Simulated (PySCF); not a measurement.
# Sn³⁺: interval between two levels with spin-orbit coupling

Each state of tin is computed at each level; their differences give the interval between two levels. How far do the methods differ?

Program: PySCF 2.14.0. Level of theory: two-component X2C-1e, generalised determinants. These are calculated values, not measurements, unless marked.

## Step 1: What is computed

| Property | Result |
| --- | --- |
| Element | tin (Z = 50) |
| Basis | x2c-TZVPall-2c (8s9p5d2f, 74 functions) |
| Hamiltonian | two-component X2C-1e, Gaussian nucleus, no Breit or QED terms; spin-orbit coupling, run by run: off; screened by Boettger's factors |
| Core shells frozen in the correlated runs | [Ar] 3d10 (for Sn³⁺) |
| State 1 | Sn³⁺ 4d9 5s1 5p1 4F9/2: [Kr] 4d9 5s1 5p1; 4d3/2 filled at m_j = -3/2, -1/2, +1/2, +3/2; 4d5/2 filled at m_j = -3/2, -1/2, +1/2, +3/2, +5/2; 5s1/2 filled at m_j = +1/2; 5p3/2 filled at m_j = +3/2 |
| Needed too, but not shown | Sn³⁺ [Kr] 4d10 5s1 (2S) |
| Methods | GHF, GMP2 |

Outer shells as boxes (Hund's rule):

Sn3+ [Kr] 4d9 5s1 5p1
```
[Kr] core
4d [↑↓][↑↓][↑↓][↑↓][↑ ]
5s [↑ ]
5p [↑ ][  ][  ]
```

A driver program built on PySCF's X2C-1e integrals ran all steps in one process from the settings above; there is no separate input file.

The driver's launch:

```console
$ OMP_NUM_THREADS=1 python sorun2.py TASK.json OUT
```

The integrals over 74 functions and the set-up took 2.1 s of CPU time.

## Step 2: Sn³⁺ 4d9 5s1 5p1 4F9/2

GHF (spin-free):

Output:

```text
cycle= 1 E= -6170.1893636926  delta_E= -6.17e+03  |FDS-SDF|= 0.0164
cycle= 2 E= -6170.2040526273  delta_E= -0.0147  |FDS-SDF|= 0.00459
cycle= 3 E= -6170.2051929232  delta_E= -0.00114  |FDS-SDF|= 0.00155
cycle= 4 E= -6170.2052922853  delta_E= -9.94e-05  |FDS-SDF|= 0.000321
cycle= 5 E= -6170.2052984941  delta_E= -6.21e-06  |FDS-SDF|= 4.73e-05
cycle= 6 E= -6170.2052985992  delta_E= -1.05e-07  |FDS-SDF|= 1.06e-05
cycle= 7 E= -6170.2052986056  delta_E= -6.36e-09  |FDS-SDF|= 1.25e-06
cycle= 8 E= -6170.2052986057  delta_E= -1.05e-10  |FDS-SDF|= 1.41e-07
```

It took 1.3 s on 1 thread of Neoverse-V2, shared host, the integrals not counted.

Occupied spinors (without spin-orbit coupling the j labels only name the start):

```
spinor shell  electrons  mean energy (eV)  weight of the nominal j  rms radius (bohr)
       1s1/2          2          -29386.0                    1.000             0.0333
       2s1/2          2           -4562.4                    1.000              0.136
       2p3/2          4           -4092.5                    0.833              0.121
       2p1/2          2           -4092.9                    0.667              0.121
       3s1/2          2           -951.47                    1.000              0.361
       3p3/2          4           -794.04                    0.833              0.362
       3p1/2          2           -794.49                    0.667              0.362
       3d5/2          6           -552.43                    0.800              0.341
       3d3/2          4           -552.97                    0.700              0.341
       4s1/2          2           -196.95                    1.000              0.869
       4p3/2          4           -145.94                    0.833              0.939
       4p1/2          2           -147.65                    0.667              0.939
       4d5/2          5           -71.593                    0.760               1.14
       4d3/2          4           -72.017                    0.700               1.13
       5s1/2          1           -44.297                    0.999               2.23
       5p3/2          1           -34.352                    1.000               2.54
```

M_J = 9/2, ⟨J²⟩ = 24.762, ⟨L²⟩ = 12.012, ⟨S²⟩ = 3.751.

GMP2 (spin-free):

No log was kept for this step.

It took 0.6 s on 1 thread of Neoverse-V2, shared host, the integrals not counted.

With 19 electrons correlated and 6 very high virtual spinors dropped, the MP2 correlation energy is -0.28990 hartree. Largest pairs: 4d3/2-4d5/2 -0.0592, 4d5/2-4d5/2 -0.0360, 4d5/2-4p3/2 -0.0299, 4d3/2-4d3/2 -0.0230, 4d3/2-4p3/2 -0.0210.

GHF (screened spin-orbit):

Output:

```text
cycle= 1 E= -6171.6533344409  delta_E= -6.17e+03  |FDS-SDF|= 0.0267
cycle= 2 E= -6171.6709079723  delta_E= -0.0176  |FDS-SDF|= 0.00457
cycle= 3 E= -6171.6719848116  delta_E= -0.00108  |FDS-SDF|= 0.00143
cycle= 4 E= -6171.6720686362  delta_E= -8.38e-05  |FDS-SDF|= 0.00044
cycle= 5 E= -6171.6720778444  delta_E= -9.21e-06  |FDS-SDF|= 5.07e-05
cycle= 6 E= -6171.6720779711  delta_E= -1.27e-07  |FDS-SDF|= 1.17e-05
cycle= 7 E= -6171.6720779779  delta_E= -6.85e-09  |FDS-SDF|= 1.67e-06
cycle= 8 E= -6171.6720779781  delta_E= -1.75e-10  |FDS-SDF|= 1.87e-07
```

Time after the integrals: 1.3 s (1 thread of Neoverse-V2, shared host).

The outer occupied spinors:

```
spinor shell  electrons  mean energy (eV)  weight of the nominal j  rms radius (bohr)
       3d5/2          6           -548.88                    0.999              0.342
       4s1/2          2           -196.97                    1.000              0.869
       4p1/2          2           -152.95                    0.990              0.922
       4p3/2          4           -143.61                    0.995              0.948
       4d3/2          4           -72.797                    0.888               1.13
       4d5/2          5           -71.131                    0.910               1.14
       5s1/2          1           -44.312                    0.999               2.23
       5p3/2          1           -34.051                    1.000               2.56
```

M_J = 9/2, ⟨J²⟩ = 24.762, ⟨L²⟩ = 12.028, ⟨S²⟩ = 3.768. Rows whose weight is well below 1 mix j = l ± 1/2: exchange competes with spin-orbit coupling there.

GMP2 (screened spin-orbit):

This step left no log, only its results.

Time after the integrals: 0.61 s (1 thread of Neoverse-V2, shared host).

With 19 electrons correlated and 6 very high virtual spinors dropped, the MP2 correlation energy is -0.29027 hartree. Largest pairs: 4d3/2-4d5/2 -0.0648, 4d5/2-4d5/2 -0.0331, 4d5/2-4p3/2 -0.0300, 4d3/2-4p3/2 -0.0213, 4d3/2-4d3/2 -0.0203.

## Step 3: The energy differences

Interval between two levels: Sn³⁺ [Kr] 4d10 5s1 [5s1/2^1, M_J = 1/2] → Sn³⁺ [Kr] 4d9 5s1 5p1 [4d3/2^4 4d5/2^5 5s1/2^1 5p3/2^1, M_J = 9/2].

```
                    method  value (eV)
           GHF (spin-free)      28.241
          GMP2 (spin-free)      28.956
 GHF (screened spin-orbit)      28.093
GMP2 (screened spin-orbit)      28.806
```

The differences also use runs on Sn³⁺ [Kr] 4d10 5s1 (2S), which are not shown here.

## Step 4: Outcome

| quantity | value |
| --- | --- |
| interval between two levels, Sn³⁺ → 4d9 5s1 5p1 4F9/2 | GHF (spin-free) 28.241, GMP2 (screened spin-orbit) 28.806 eV |

**Reading.** The methods span 0.863 eV, from GHF (screened spin-orbit) (28.093) to GMP2 (spin-free) (28.956). No reference value is at hand in this session. Spin-orbit coupling moves the difference by -0.150 eV at GMP2. All values hold for this basis alone; no basis-set limit was taken.
